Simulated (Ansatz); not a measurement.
The inner images of a band of a periodic cell of 13 atoms, Ca10Mg2S (surface Ca5Mg(100), adsorbate S) are given out of order.

Computed with Ansatz 0.2.0, DFT PBE, scalar-relativistic, plane waves, PAW. Settings: cutoff 420 eV, k mesh 3x3x1, gaussian smearing 0.05 eV, no spin polarisation.

First end point:

```xyz
13
Lattice="6.6066 0.0000 0.0000 0.0000 6.2103 0.0000 0.0000 0.0000 22.6013" Properties=species:S:1:pos:R:3
Ca 4.289 3.106 4.667
Ca 1.027 3.102 2.544
Ca 4.480 3.105 1.000
Ca 6.554 -0.008 4.412
Ca 3.286 0.000 2.705
Mg 0.000 0.000 1.000
Ca 0.313 3.044 10.535
Ca 4.054 3.187 8.367
Ca 1.000 3.088 6.424
Ca 3.460 0.181 10.367
Ca 6.696 -0.028 8.165
Mg 3.306 0.018 6.480
S 4.266 2.673 11.018
```

Last end point:

```xyz
13
Lattice="6.6066 0.0000 0.0000 0.0000 6.2103 0.0000 0.0000 0.0000 22.6013" Properties=species:S:1:pos:R:3
Ca 4.297 3.105 4.689
Ca 1.028 3.105 2.556
Ca 4.480 3.105 1.000
Ca 6.536 0.000 4.414
Ca 3.274 0.000 2.723
Mg 0.000 0.000 1.000
Ca 0.668 3.105 10.464
Ca 4.111 3.105 8.402
Ca 1.022 3.105 6.426
Ca 3.294 0.000 10.410
Ca 6.518 0.000 8.150
Mg 3.223 0.000 6.525
S 3.278 3.105 10.976
```

Problem. Put them in order from the first end to the last, with their energies above the first end.
A.
```xyz
13
Lattice="6.6066 0.0000 0.0000 0.0000 6.2103 0.0000 0.0000 0.0000 22.6013" Properties=species:S:1:pos:R:3
Ca 4.276 3.104 4.671
Ca 1.025 3.101 2.552
Ca 4.480 3.105 1.000
Ca 6.546 -0.012 4.424
Ca 3.280 -0.001 2.710
Mg 0.000 0.000 1.000
Ca 0.230 3.024 10.587
Ca 4.038 3.174 8.367
Ca 0.980 3.079 6.434
Ca 3.480 0.178 10.438
Ca 6.677 -0.037 8.186
Mg 3.298 0.016 6.501
S 4.041 2.793 11.039
```
B.
```xyz
13
Lattice="6.6066 0.0000 0.0000 0.0000 6.2103 0.0000 0.0000 0.0000 22.6013" Properties=species:S:1:pos:R:3
Ca 4.289 3.105 4.676
Ca 1.026 3.101 2.556
Ca 4.480 3.105 1.000
Ca 6.546 -0.011 4.430
Ca 3.283 -0.001 2.717
Mg 0.000 0.000 1.000
Ca 0.685 3.032 10.549
Ca 4.128 3.145 8.395
Ca 1.014 3.083 6.433
Ca 3.468 0.137 10.448
Ca 6.656 -0.033 8.192
Mg 3.300 0.009 6.514
S 3.478 2.850 11.006
```
C.
```xyz
13
Lattice="6.6066 0.0000 0.0000 0.0000 6.2103 0.0000 0.0000 0.0000 22.6013" Properties=species:S:1:pos:R:3
Ca 4.284 3.104 4.673
Ca 1.026 3.101 2.554
Ca 4.480 3.105 1.000
Ca 6.547 -0.012 4.425
Ca 3.282 -0.001 2.713
Mg 0.000 0.000 1.000
Ca 0.402 3.021 10.569
Ca 4.075 3.163 8.375
Ca 0.997 3.081 6.437
Ca 3.473 0.163 10.448
Ca 6.668 -0.037 8.187
Mg 3.298 0.011 6.506
S 3.817 2.822 11.024
```

Solution. A (+0.014 eV), C (+0.065 eV), B (-0.107 eV).

The run took 4.1 min on 4 threads of Intel(R) Xeon(R) Platinum 8488C (Sapphire Rapids), on a shared host, peak memory 2.8 GiB.
